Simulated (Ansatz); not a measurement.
# CH4ClFOSn: a ladder of functionals and wavefunction methods

The task here is to estimate one member of a computed series from the others.

The runs use Ansatz 0.2.0, Gaussian basis; functionals in def2-TZVPP, the program's frozen cores in correlated methods.

Plan: LDA (SPW92), PBE-D4, revPBE-D4, BLYP-D4, r2SCAN-D4, B97M-V, PBE0-D4, B3LYP-D4, r2SCANh-D4, r2SCAN0-D4, HSE06-D4, BHLYP-D4, CAM-B3LYP-D4, LC-ωPBE, ωB97X-V, ωB97M-V, B2PLYP, PBE-QIDH; CCSD(T)/def2-SVP; CCSD(T)/def2-TZVPP; MP2/def2-QZVPP; extrapolation to the limit; RPA on PBE.

**The geometry**

The geometry comes from an earlier relaxation with PBE0-D4 in a triple-zeta def2 set; it is a stationary point, not always the lowest conformer. Sn takes the def2 core potential; no spin-orbit term is included.

SMILES `[CH3][Sn]([OH])([F])[Cl]`, 9 atoms, charge 0, spin multiplicity 1.

Atoms are counted from 1 here; the program's logs count them from 0.

Bond lengths: C1–Sn2 2.106 Å, C1–H6 1.089 Å, C1–H7 1.089 Å, C1–H8 1.089 Å, Sn2–O3 1.939 Å, Sn2–F4 1.914 Å, Sn2–Cl5 2.313 Å, O3–H9 0.961 Å. Angles: Sn2–C1–H6 109.1°, Sn2–C1–H7 108.5°, Sn2–C1–H8 108.4°, H6–C1–H7 110.2°, H6–C1–H8 110.3°, H7–C1–H8 110.3°, C1–Sn2–O3 111.9°, C1–Sn2–F4 110.7°, C1–Sn2–Cl5 115.5°, O3–Sn2–F4 105.9°, O3–Sn2–Cl5 108.6°, F4–Sn2–Cl5 103.4°, Sn2–O3–H9 113.9°.

Set-up of the first run:

The input, in.yaml:

```yaml
crystal:
  periodic: [false, false, false]
  atoms:
    - {symbol: C, position_ang: [-1.481252, 0.001136, -0.285492]}
    - {symbol: Sn, position_ang: [0.614561, 0.107788, -0.110384]}
    - {symbol: O, position_ang: [1.262166, -0.859655, 1.440821]}
    - {symbol: F, position_ang: [1.463408, -0.698610, -1.624543]}
    - {symbol: Cl, position_ang: [1.503131, 2.243308, -0.070405]}
    - {symbol: H, position_ang: [-1.922349, 0.886844, 0.168157]}
    - {symbol: H, position_ang: [-1.737591, -0.048001, -1.342432]}
    - {symbol: H, position_ang: [-1.823718, -0.895987, 0.228316]}
    - {symbol: H, position_ang: [2.210145, -0.783124, 1.578763]}
basis:
  gaussian: {orbitals: def2-TZVPP}
hamiltonian: {xc: lda}
output: {orbitals: {seedname: orbitals}}
```

Launch:

```sh
> ansatz run in.yaml --threads 4 --pin off --events-out ev --progress --plain --max-ram 10444MiB
```

Among the steps run: LDA; PBE-D4 (GGA); revPBE-D4 (GGA); BLYP-D4 (GGA); r2SCAN-D4 (meta-GGA); B97M-V (meta-GGA); PBE0-D4 (hybrid); B3LYP-D4 (hybrid); r2SCANh-D4 (hybrid); r2SCAN0-D4 (hybrid); HSE06-D4 (hybrid); BHLYP-D4 (hybrid); CAM-B3LYP-D4 (range-separated); LC-ωPBE (range-separated); ωB97X-V (range-separated); ωB97M-V (range-separated); B2PLYP (double hybrid); PBE-QIDH (double hybrid).

One of the session's tables, all rows but one given; the rest of the session is left out.

It belongs to the step «Orbital energies across the functionals». 

```
  functional  HOMO (eV)  LUMO (eV)  gap (eV)
 LDA (SPW92)      -7.73      -2.73      5.00
      PBE-D4      -7.52      -2.41      5.11
   revPBE-D4      -7.45      -2.29      5.16
     BLYP-D4      -7.40      -2.38      5.02
   r2SCAN-D4      -7.93      -2.14      5.78
      B97M-V      -8.01      -2.15      5.86
     PBE0-D4          ?          ?         ?
    B3LYP-D4      -8.86      -1.79      7.07
  r2SCANh-D4      -8.54      -1.79      6.75
  r2SCAN0-D4      -9.40      -1.27      8.12
    HSE06-D4      -8.74      -1.82      6.92
    BHLYP-D4     -10.44      -0.49      9.95
CAM-B3LYP-D4     -10.54      -0.47     10.08
     LC-ωPBE     -11.96       0.87     12.83
     ωB97X-V     -11.57       0.71     12.29
     ωB97M-V     -11.43       0.53     11.96
```

**Question.** Estimate the row for PBE0-D4.

The run gave: HOMO (eV): -9.15; LUMO (eV): -1.44; gap (eV): 7.70. In the column «HOMO (eV)» it lies between r2SCAN0-D4 (-9.40) and B3LYP-D4 (-8.86).
